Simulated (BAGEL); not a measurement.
# One shape, several levels: GaNH4F2 (SMILES [NH3+][GaH-]([F])[F])

We compute a comparison of 4 runs (HF/6-31G*, B3LYP/6-31G*, PBE0/6-31G*, RI-MP2/6-31G*) of GaNH4F2. 

The results are computed with BAGEL 1.2.2.

24 further runs of the same task are left out: 24 set aside as unsound or not needed.

### Step 1. Starting point

GaNH4F2 has 8 atoms, charge 0, and is taken as a singlet. SMILES: `[NH3+][GaH-]([F])[F]`. Geometry: a GFN2-xTB relaxation, a rough one for these elements and not checked as a minimum.

Bond lengths: N1–Ga2 2.155 Å, Ga2–F3 1.752 Å, Ga2–F4 1.752 Å, N1–H5 1.023 Å, N1–H6 1.018 Å, N1–H7 1.018 Å, Ga2–H8 1.495 Å. Some angles: N1–Ga2–F3 90.2°, N1–Ga2–F4 90.5°, F3–Ga2–F4 115.2°, N1–Ga2–H8 118.7°, F3–Ga2–H8 117.9°, F4–Ga2–H8 117.8°, Ga2–N1–H5 96.7°, Ga2–N1–H6 117.0°, Ga2–N1–H7 116.6°, H5–N1–H6 107.8°.

### Step 2. The energy at HF/6-31G(d) (density fitting with qzvpp-jkfit, spherical functions) (run 1)

Input file hf.json:

```json
{ "bagel" : [

{
  "title" : "molecule",
  "basis" : "6-31gs.json",
  "df_basis" : "qzvpp-jkfit",
  "angstrom" : true,
  "geometry" : [
    { "atom" : "N", "xyz" : [   -0.247870,    1.006730,   -0.136760 ] },
    { "atom" : "Ga", "xyz" : [    0.124070,   -1.068200,    0.312930 ] },
    { "atom" : "F", "xyz" : [    1.833800,   -0.731100,    0.489690 ] },
    { "atom" : "F", "xyz" : [   -0.383420,   -1.524130,   -1.300430 ] },
    { "atom" : "H", "xyz" : [    0.394300,    1.074360,   -0.930430 ] },
    { "atom" : "H", "xyz" : [   -1.179670,    1.247170,   -0.468360 ] },
    { "atom" : "H", "xyz" : [    0.047610,    1.684870,    0.562660 ] },
    { "atom" : "H", "xyz" : [   -0.588810,   -1.689690,    1.470710 ] }
  ]
},
{
  "title" : "hf"
},
{
  "title" : "print",
  "file" : "orbitals.molden",
  "orbitals" : true
}

]}
```

The basis set 6-31G* is read from a file made from the Basis Set Exchange's data (not shown).

Run with:

```
$ BAGEL_NUM_THREADS=1 BAGEL hf.json > hf.out
```

Output:

```text
* using 1 threads per process

  ===============================================================
  ===============================================================

  *** Geometry ***

  { "atom" : "N", "xyz" : [     -0.468406,      1.902444,     -0.258439 ] },
  { "atom" : "Ga", "xyz" : [      0.234458,     -2.018605,      0.591352 ] },
  { "atom" : "F", "xyz" : [      3.465380,     -1.381579,      0.925380 ] },
  { "atom" : "F", "xyz" : [     -0.724559,     -2.880188,     -2.457457 ] },
  { "atom" : "H", "xyz" : [      0.745119,      2.030246,     -1.758258 ] },
  { "atom" : "H", "xyz" : [     -2.229253,      2.356810,     -0.885072 ] },
  { "atom" : "H", "xyz" : [      0.089970,      3.183943,      1.063273 ] },
  { "atom" : "H", "xyz" : [     -1.112690,     -3.193051,      2.779239 ] },

  Number of auxiliary basis functions:      569

  Since a DF basis is specified, we compute 2- and 3-index integrals:
    o Being stored without compression. Storage requirement is 0.031 GB

  Number of basis functions:       82
  Number of electrons      :       60

    * METHOD: MOLECULE                             0.39

  *** RHF ***

  === Nuclear Repulsion ===
   315.7951339365

      * DIIS with orbital gradients will be used.

  === RHF iteration (6-31gs.json) ===
      0      -2178.39162829          0.02515867           0.11
      1      -2178.60068221          0.01621464           0.10
      2      -2178.72498106          0.00149805           0.10
      3      -2178.72621089          0.00067104           0.10
      4      -2178.72640394          0.00007514           0.10
      5      -2178.72640924          0.00002574           0.10
      6      -2178.72640977          0.00001236           0.10
      7      -2178.72640992          0.00000198           0.10
      8      -2178.72640993          0.00000060           0.10
      9      -2178.72640993          0.00000020           0.11
     10      -2178.72640993          0.00000005           0.10
     11      -2178.72640993          0.00000002           0.10
     12      -2178.72640993          0.00000001           0.17
    * SCF iteration converged.

    * Permanent dipole moment:
           (    0.917008,    -1.988235,    -0.269763) a.u.

    * METHOD: HF                                   1.70

    * METHOD: PRINT                                0.02

  ===============================================================
```

Wall time 2.6 s (1 thread of AMD EPYC 7R43 (Zen 3), shared host); peak memory 0.14 GiB.

### Step 3. A single-point energy at B3LYP/6-31G(d) (density fitting with qzvpp-jkfit, spherical functions) (run 2)

Input file job.json:

```json
{ "bagel": [

{
  "title": "molecule",
  "basis": "6-31gs.json",
  "df_basis": "qzvpp-jkfit",
  "angstrom": "true",
  "geometry": [
    { "atom": "N", "xyz": [   -0.247870,    1.006730,   -0.136760 ] },
    { "atom": "Ga", "xyz": [    0.124070,   -1.068200,    0.312930 ] },
    { "atom": "F", "xyz": [    1.833800,   -0.731100,    0.489690 ] },
    { "atom": "F", "xyz": [   -0.383420,   -1.524130,   -1.300430 ] },
    { "atom": "H", "xyz": [    0.394300,    1.074360,   -0.930430 ] },
    { "atom": "H", "xyz": [   -1.179670,    1.247170,   -0.468360 ] },
    { "atom": "H", "xyz": [    0.047610,    1.684870,    0.562660 ] },
    { "atom": "H", "xyz": [   -0.588810,   -1.689690,    1.470710 ] }
  ]
},
{ "title": "ks", "xc_func": "b3lyp" },
{ "title": "print", "file": "orbitals.molden", "orbitals": "true" }

]}
```

The basis set 6-31G* is read from a file made from the Basis Set Exchange's data (not shown).

Run with:

```
$ BAGEL_NUM_THREADS=1 BAGEL job.json > job.out
```

Output:

```text
* using 1 threads per process

  ===============================================================
  ===============================================================

  *** Geometry ***

  { "atom" : "N", "xyz" : [     -0.468406,      1.902444,     -0.258439 ] },
  { "atom" : "Ga", "xyz" : [      0.234458,     -2.018605,      0.591352 ] },
  { "atom" : "F", "xyz" : [      3.465380,     -1.381579,      0.925380 ] },
  { "atom" : "F", "xyz" : [     -0.724559,     -2.880188,     -2.457457 ] },
  { "atom" : "H", "xyz" : [      0.745119,      2.030246,     -1.758258 ] },
  { "atom" : "H", "xyz" : [     -2.229253,      2.356810,     -0.885072 ] },
  { "atom" : "H", "xyz" : [      0.089970,      3.183943,      1.063273 ] },
  { "atom" : "H", "xyz" : [     -1.112690,     -3.193051,      2.779239 ] },

  Number of auxiliary basis functions:      569

  Since a DF basis is specified, we compute 2- and 3-index integrals:
    o Being stored without compression. Storage requirement is 0.031 GB

  Number of basis functions:       82
  Number of electrons      :       60

    * METHOD: MOLECULE                             0.38

  *** Kohn-Sham DFT ***

    * Removing 14034 points whose weight is below 1.00e-10
    * Grid points: 105214

  === Nuclear Repulsion ===
   315.7951339365

       - DIIS with orbital gradients will be used.

  === KS iteration (b3lyp / 6-31gs.json) ===
      0      -2097.82194988          0.12323799           0.66
      1      -1816.73386127          0.20446297           0.56
      2      -2051.15010557          0.13236101           0.60
      3      -2176.48158072          0.09868005           0.58
      4      -2180.56265930          0.04365249           0.51
      5      -2181.24750762          0.02673878           0.54
      6      -2181.47656241          0.01505785           0.49
      7      -2181.52724930          0.00869516           0.51
      8      -2181.56206306          0.00189189           0.50
      9      -2181.56391889          0.00010738           0.51
     10      -2181.56392472          0.00005063           0.51
     11      -2181.56392569          0.00001671           0.53
     12      -2181.56392579          0.00000695           0.52
     13      -2181.56392581          0.00000262           0.52
     14      -2181.56392581          0.00000117           0.53
     15      -2181.56392581          0.00000014           0.51
     16      -2181.56392581          0.00000012           0.51
     17      -2181.56392581          0.00000001           0.51
     18      -2181.56392581          0.00000000           0.51
    * SCF iteration converged.

    * Permanent dipole moment:
           (    0.838189,    -1.968858,    -0.180433) a.u.

    * METHOD: KS                                  10.81

    * METHOD: PRINT                                0.03

  ===============================================================
```

Wall time 12 s (1 thread of AMD EPYC 7R43 (Zen 3), shared host); peak memory 0.46 GiB.

Run 3 isn't shown in full; the table further down has it.

### Step 4. A single-point energy at RI-MP2/6-31G(d) (density fitting with qzvpp-jkfit, spherical functions) (run 4)

Input file input.json:

```json
{ "bagel": [

{
  "title": "molecule",
  "basis": "6-31gs.json",
  "df_basis": "qzvpp-jkfit",
  "angstrom": true,
  "geometry": [
    { "atom": "N", "xyz": [   -0.247870,    1.006730,   -0.136760 ] },
    { "atom": "Ga", "xyz": [    0.124070,   -1.068200,    0.312930 ] },
    { "atom": "F", "xyz": [    1.833800,   -0.731100,    0.489690 ] },
    { "atom": "F", "xyz": [   -0.383420,   -1.524130,   -1.300430 ] },
    { "atom": "H", "xyz": [    0.394300,    1.074360,   -0.930430 ] },
    { "atom": "H", "xyz": [   -1.179670,    1.247170,   -0.468360 ] },
    { "atom": "H", "xyz": [    0.047610,    1.684870,    0.562660 ] },
    { "atom": "H", "xyz": [   -0.588810,   -1.689690,    1.470710 ] }
  ]
},
{ "title": "hf" },
{ "title": "mp2", "ncore": 12 }

]}
```

The basis set 6-31G* is read from a file made from the Basis Set Exchange's data (not shown).

Run with:

```
$ BAGEL_NUM_THREADS=1 BAGEL input.json > input.out
```

Output:

```text
* using 1 threads per process

  ===============================================================
  ===============================================================

  *** Geometry ***

  { "atom" : "N", "xyz" : [     -0.468406,      1.902444,     -0.258439 ] },
  { "atom" : "Ga", "xyz" : [      0.234458,     -2.018605,      0.591352 ] },
  { "atom" : "F", "xyz" : [      3.465380,     -1.381579,      0.925380 ] },
  { "atom" : "F", "xyz" : [     -0.724559,     -2.880188,     -2.457457 ] },
  { "atom" : "H", "xyz" : [      0.745119,      2.030246,     -1.758258 ] },
  { "atom" : "H", "xyz" : [     -2.229253,      2.356810,     -0.885072 ] },
  { "atom" : "H", "xyz" : [      0.089970,      3.183943,      1.063273 ] },
  { "atom" : "H", "xyz" : [     -1.112690,     -3.193051,      2.779239 ] },

  Number of auxiliary basis functions:      569

  Since a DF basis is specified, we compute 2- and 3-index integrals:
    o Being stored without compression. Storage requirement is 0.031 GB

  Number of basis functions:       82
  Number of electrons      :       60

    * METHOD: MOLECULE                             0.39

  *** RHF ***

  === Nuclear Repulsion ===
   315.7951339365

      * DIIS with orbital gradients will be used.

  === RHF iteration (6-31gs.json) ===
      0      -2178.39162829          0.02515867           0.12
      1      -2178.60068221          0.01621464           0.12
      2      -2178.72498106          0.00149805           0.15
      3      -2178.72621089          0.00067104           0.10
      4      -2178.72640394          0.00007514           0.10
      5      -2178.72640924          0.00002574           0.10
      6      -2178.72640977          0.00001236           0.10
      7      -2178.72640992          0.00000198           0.10
      8      -2178.72640993          0.00000060           0.10
      9      -2178.72640993          0.00000020           0.10
     10      -2178.72640993          0.00000005           0.10
     11      -2178.72640993          0.00000002           0.10
     12      -2178.72640993          0.00000001           0.11
    * SCF iteration converged.

    * Permanent dipole moment:
           (    0.917008,    -1.988235,    -0.269763) a.u.

    * METHOD: HF                                   1.71

  *** RHF ***

  === Nuclear Repulsion ===
   315.7951339365

      * DIIS with orbital gradients will be used.

  === RHF iteration (6-31gs.json) ===
      0      -2178.72640993          0.00000000           0.10
    * SCF iteration converged.

    * Permanent dipole moment:
           (    0.917008,    -1.988235,    -0.269763) a.u.

  === DF-MP2 calculation ===

    * freezing 12 orbitals
    * 3-index integral transformation done
    * assembly done

      MP2 correlation energy:   -0.7595229577      0.05

      MP2 total energy:       -2179.4859328857

    * METHOD: MP2                                  0.28

  ===============================================================
```

Wall time 2.9 s (1 thread of AMD EPYC 7R43 (Zen 3), shared host); peak memory 0.14 GiB.

### Step 5. All runs side by side

```csv
run,level,frozen core orbitals,energy (Eh),dipole moment (D),HOMO energy (eV),LUMO energy (eV),wall time
1,"HF/6-31G* (density fitting with qzvpp-jkfit, spherical functions)",–,-2178.726410,5.61,-12.56,2.99,2.6 s
2,"B3LYP/6-31G* (density fitting with qzvpp-jkfit, spherical functions)",–,-2181.563926,5.46,-8.37,-0.03,12 s
3,"PBE0/6-31G* (density fitting with qzvpp-jkfit, spherical functions)",–,-2181.005981,5.48,-8.65,0.33,12 s
4,"RI-MP2/6-31G* (density fitting with qzvpp-jkfit, spherical functions)",12,-2179.485933,–,–,–,2.9 s
```

### Step 6. Summary of results

| quantity | value |
| --- | --- |
| run 4: total energy | -2179.48593 Eh |
| run 4: correlation energy (12 core orbitals frozen) | -759.5 mEh |

**Reading.** Over runs 1, 2, 3 the dipole moment (its size) runs from 5.46 D (B3LYP/6-31G*) to 5.61 D (HF/6-31G*). Over runs 1, 2, 3 the HOMO–LUMO gap runs from 8.34 eV (B3LYP/6-31G*) to 15.55 eV (HF/6-31G*). Exact exchange widens orbital gaps. Totals of different functionals can't be ranked against each other. All runs together took 29 s, the longest 12 s.
